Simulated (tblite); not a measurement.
# C4H8BrNSi: the cost of one run

Programs: tblite 0.8.0 and PySCF 2.14.0, with density-fitted response routines of our own. Each step states its level of theory. These are calculated values for one molecule in the gas phase, unless marked as measured. Atoms count from 0, in the outputs and in this text.

### Step 1. The starting structure

15 atoms, charge 0, multiplicity 1; geometry from: force field or distance geometry start.

Bonds of the start (Å): C0–N1 1.33, N1–C2 1.42, C2–C3 1.32, C3–Br4 1.91, C3–C5 1.49, C5–Si6 1.87, C0–H7 1.08, C0–H8 1.08, C2–H9 1.09, C5–H10 1.12, C5–H11 1.11, Si6–H12 1.49, Si6–H13 1.46, Si6–H14 1.50.

### Step 2. Relaxing the molecule with GFN2-xTB

The job: settings as JSON, then the geometry in Å.

```
{"job": {"kind": "relax", "xc": "GFN2-xTB", "basis": "xTB"}, "charge": 0, "multiplicity": 1}
C      3.317600    -0.256900    -0.299700
N      2.186100     0.023600    -0.934900
C      1.066400     0.446200    -0.175600
C      0.027400    -0.327100     0.091000
Br    -0.082400    -2.155900    -0.452200
C     -1.114000     0.210800     0.884200
Si    -2.676800     0.101400    -0.129200
H      4.199600    -0.581200    -0.839400
H      3.341700    -0.146700     0.772100
H      1.070700     1.481900     0.166500
H     -0.869000     1.283700     1.073300
H     -1.220600    -0.295500     1.869700
H     -3.491400    -1.019700     0.415900
H     -2.378800    -0.166600    -1.537000
H     -3.381000     1.409800     0.050800
```

Started as:

```bash
$ OMP_NUM_THREADS=1 python probes_run.py task.json out
```

The driver reads the jobs from task.json and runs them one after another.

**Question.** How long does this first job take on 1 thread of Arm Neoverse N1, shared host, and how much memory does it need?

About 2 s, with a peak of 0.18 GiB.
